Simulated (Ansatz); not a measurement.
# CdS3: the cost of one run

Computed with Ansatz 0.2.0 (DFT PBE, scalar-relativistic, plane waves, PAW, unless a step's input says otherwise).

1 further run of the same task is left out (it didn't finish).

### 1 The starting structure

Symmetry: P6/mmm, No. 191, hexagonal system. The conventional cell has a = 3.850 Å, b = 3.850 Å, c = 8.565 Å, α = 90.00°, β = 90.00°, γ = 120.00°. Around Cd (site symmetry 6/mmm) lie 6 S at 2.22 Å. Around S (site symmetry 6/mmm) lie 6 S at 3.85 Å and 2 Cd at 4.28 Å. Around S (site symmetry -6m2) lie 3 Cd at 2.22 Å and 3 S at 2.22 Å.

As a file:

```cif
data_structure
_symmetry_space_group_name_H-M 'P 1'
_symmetry_Int_Tables_number 1
_cell_length_a 3.8496
_cell_length_b 3.8496
_cell_length_c 8.5646
_cell_angle_alpha 90.000
_cell_angle_beta 90.000
_cell_angle_gamma 120.000
_cell_volume 109.92
loop_
_atom_site_label
_atom_site_type_symbol
_atom_site_fract_x
_atom_site_fract_y
_atom_site_fract_z
_atom_site_occupancy
Cd1 Cd 0.00000 0.00000 0.50000 1
S1 S 0.00000 0.00000 0.00000 1
S2 S 0.33333 0.66667 0.50000 1
S3 S 0.66667 0.33333 0.50000 1
```

A structure generator made this guess: random cell by space group and Wyckoff sites (P6/mmm, No. 191). Its size is a rough estimate.

### 2 The guess as it stands, on a coarse mesh

Input file input.yaml:

```yaml
crystal:
  lattice:
    - [3.8495756, 0.0, 0.0]
    - [-1.9247878, 3.33383027, 0.0]
    - [0.0, 0.0, 8.56458206]
  atoms:
    - { symbol: Cd, position: [0.0, 0.0, 0.5] }
    - { symbol: S, position: [0.0, 0.0, 0.0] }
    - { symbol: S, position: [0.33333333, 0.66666667, 0.5] }
    - { symbol: S, position: [0.66666667, 0.33333333, 0.5] }
basis:
  ecutwfc: 420
kpoints:
  mp_grid: { grid: [6, 6, 2] }
hamiltonian:
  xc: pbe
scf:
  occupations: { method: gaussian, width: 0.1 }
  lower_state_search: "off"
output:
  forces: true
  stress: true
  eigenvalues: true
```

Launch:

```console
> ansatz run input.yaml --threads 1 --pin off --max-ram 2560MiB --backend cpu --events-out ev --progress --plain --runs-dir out
```

Q: Estimate wall time and peak memory on 1 thread of Arm Neoverse N1, shared host.

About 5.1 s, with a peak of 0.34 GiB.
